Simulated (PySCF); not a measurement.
**PSe: basis, grid and Hamiltonian**

Which parts of the numerical set-up matter for PSe? Each run edits the base script.

Computed with PySCF 2.14.0. Level: each script names its method and basis.

4 further runs of the same task are left out: 4 that didn't finish.

### 1 Where the work starts

PSe: 2 atoms, charge 0, spin multiplicity 2.

Bond lengths: P1–Se2 2.071 Å.

### 2 Base script

input.py reads:

```python
from pyscf import gto, scf, mp

mol = gto.M(
    atom='P 0 0 0; Se 0 0 2.071',
    basis='sbkjc',
    ecp={'P': 'sbkjc', 'Se': 'sbkjc'},
    charge=0,
    spin=1,
    verbose=3,
)
mf = scf.UHF(mol)
mf.kernel()
mp.MP2(mf).kernel()
mf.dip_moment()
print('orbital energies (hartree):', [e[max(0, n-3):n+3].round(4) for e, n in zip(mf.mo_energy, mol.nelec)])
```

The run is started by

```bash
python input.py
```

The log of this run is left out.

In short: E(SCF) = -15.434572 Eh, E(MP2) − E(SCF) = -0.08853 Eh, ⟨S²⟩ = 0.779, μ = 0.99 D (of the SCF density).

The bond length is a typed value, not an optimised one.

### 3 Crenbl

Run 1 changes basis set: sbkjc → crenbl. The core potential changes with it: totals don't compare.

input.py reads:

```python
from pyscf import gto, scf, mp

mol = gto.M(
    atom='P 0 0 0; Se 0 0 2.071',
    basis='crenbl',
    ecp={'P': 'crenbl', 'Se': 'crenbl'},
    charge=0,
    spin=1,
    verbose=3,
)
mf = scf.UHF(mol)
mf.kernel()
mp.MP2(mf).kernel()
mf.dip_moment()
print('orbital energies (hartree):', [e[max(0, n-3):n+3].round(4) for e, n in zip(mf.mo_energy, mol.nelec)])
```

The run is started by

```bash
python input.py
```

### 4 Lanl2dz

Run 2 changes basis set: sbkjc → lanl2dz. The core potential changes with it: totals don't compare.

input.py, as its differences from that of step 2:

```diff
@@ -4,4 +4,4 @@
     atom='P 0 0 0; Se 0 0 2.071',
-    basis='sbkjc',
-    ecp={'P': 'sbkjc', 'Se': 'sbkjc'},
+    basis='lanl2dz',
+    ecp={'P': 'lanl2dz', 'Se': 'lanl2dz'},
     charge=0,
```

### 5 6-31g (core potential off)

Run 3 changes basis set: sbkjc → 6-31g; core potential: on → off. The core potential changes with it: totals don't compare.

input.py, as its differences from that of step 2:

```diff
@@ -4,4 +4,3 @@
     atom='P 0 0 0; Se 0 0 2.071',
-    basis='sbkjc',
-    ecp={'P': 'sbkjc', 'Se': 'sbkjc'},
+    basis='6-31g',
     charge=0,
```

### 6 Ano-rcc-vdzp (core potential off, X2C on)

Run 4 changes basis set: sbkjc → ano-rcc-vdzp; core potential: on → off; spin-free X2C: off → on. The core potential changes with it: totals don't compare.

input.py, as its differences from that of step 2:

```diff
@@ -4,4 +4,3 @@
     atom='P 0 0 0; Se 0 0 2.071',
-    basis='sbkjc',
-    ecp={'P': 'sbkjc', 'Se': 'sbkjc'},
+    basis='ano-rcc-vdzp',
     charge=0,
@@ -11,2 +10,3 @@
 mf = scf.UHF(mol)
+mf = mf.sfx2c1e()
 mf.kernel()
```

**Question.** What will these runs give? Wanted: for each run, E(SCF); from base; gap, α spin; SCF dipole; after the SCF.

The runs gave:

```tsv
run	E(SCF) (hartree)	from base (eV)	gap, α spin (eV)	SCF dipole (D)	functions	after the SCF
base	-15.434572	0	n/a	0.99	16	MP2 correlation -2.409 eV
crenbl	-137.702127	not comparable	n/a	1.06	48	MP2 correlation -10.237 eV
lanl2dz	-15.293028	not comparable	n/a	1.01	16	MP2 correlation -2.428 eV
6-31g (core potential off)	-2740.143464	not comparable	7.76	1.03	40	MP2 correlation -7.485 eV
ano-rcc-vdzp (core potential off, X2C on)	-2769.654186	not comparable	7.92	0.95	45	MP2 correlation -6.628 eV
```

What this shows: The dearest run is “ano-rcc-vdzp (core potential off, X2C on)”, at 3.1 s against 0.59 s.
